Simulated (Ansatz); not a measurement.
Run this with Ansatz's Python interface and show what comes out.

The script, `torsion_c2h7nssi.py`:
```python
"""Energy of C2H7NSSi as one group turns about a bond."""

from dataclasses import dataclass
import logging
import sys
import warnings

import ansatz as az
from ase import Atoms

logging.basicConfig(stream=sys.stdout, format="%(levelname)s:%(name)s:%(message)s")
logger = logging.getLogger("run")
logger.setLevel(logging.INFO)


@dataclass
class Options:
    basis: str = "def2-SVP"
    functional: str = "pbe0"
    force_tol: float = 0.02
    method: str = "mp2"


cfg = Options()

warnings.simplefilter("ignore", az.DeckWarning)

atoms = Atoms(["C", "C", "S", "N", "Si", "H", "H", "H", "H", "H", "H", "H"], positions=[
    [-1.1057, 0.3618, 0.4295],
    [0.1168, -0.3, 0.8177],
    [0.1939, -0.7964, 2.4909],
    [1.2191, -0.5654, 0.0812],
    [1.2327, -0.1689, -1.6056],
    [-1.8705, 0.4972, 1.2385],
    [-1.6133, -0.1389, -0.3912],
    [-0.8848, 1.4392, 0.0752],
    [-0.93, -0.2757, 2.98],
    [1.0693, 1.3074, -1.6861],
    [0.0981, -0.8289, -2.2673],
    [2.5514, -0.5864, -2.1288],
])

# relax first, so that the scan starts from a minimum
first = (
    az.Crystal.molecule_from_ase(atoms).calculation()
    .basis(gaussian=cfg.basis)
    .functional(cfg.functional)
    .relax(force_tolerance=cfg.force_tol, max_steps=80)
)
atoms.positions = first.run(threads=1).report["positions_ang"]

start = atoms.get_dihedral(2, 1, 0, 5)
energies = {}
for turn in range(0, 121, 15):
    turned = atoms.copy()
    turned.set_dihedral(2, 1, 0, 5, start + turn, indices=[0, 5, 6, 7])
    calculation = az.Crystal.molecule_from_ase(turned).calculation()
    calculation = calculation.basis(gaussian=cfg.basis)
    calculation = calculation.correlation(cfg.method)
    energies[round((start + turn) % 360)] = calculation.run(threads=1).report["free_energy_ev"]
floor = min(energies.values())
logger.info("dihedral S2-C1-C0-H5 (deg)   E - E(min) (eV)")
for angle, e in sorted(energies.items()):
    logger.info(f"{angle:8d} {(e - floor):14.3f}  " + "#" * int(30 * (e - floor) / max(max(energies.values()) - floor, 1e-9)))
```

```console
$ python torsion_c2h7nssi.py
INFO:run:dihedral S2-C1-C0-H5 (deg)   E - E(min) (eV)
INFO:run:       1          0.081  ##############################
INFO:run:      16          0.067  ########################
INFO:run:      31          0.038  ##############
INFO:run:      46          0.012  ####
INFO:run:      61          0.002
INFO:run:     301          0.000
INFO:run:     316          0.011  ####
INFO:run:     331          0.039  ##############
INFO:run:     346          0.069  #########################
```

Reading the output:
- These settings explore the input space; basis and method may be short of convergence.
- The scan is rigid and the energies are electronic, in a modest basis. With rigid groups the curve can differ much from the relaxed path, the start wasn't checked as a minimum of this torsion, and equivalent turns needn't return to the same energy.
- The start is relaxed with a density functional and scanned with the wavefunction method, so it isn't exactly that method's minimum.
- It ran for 3.9 min on 1 thread of Arm Neoverse V1, on a shared host, peak memory 0.34 GiB.
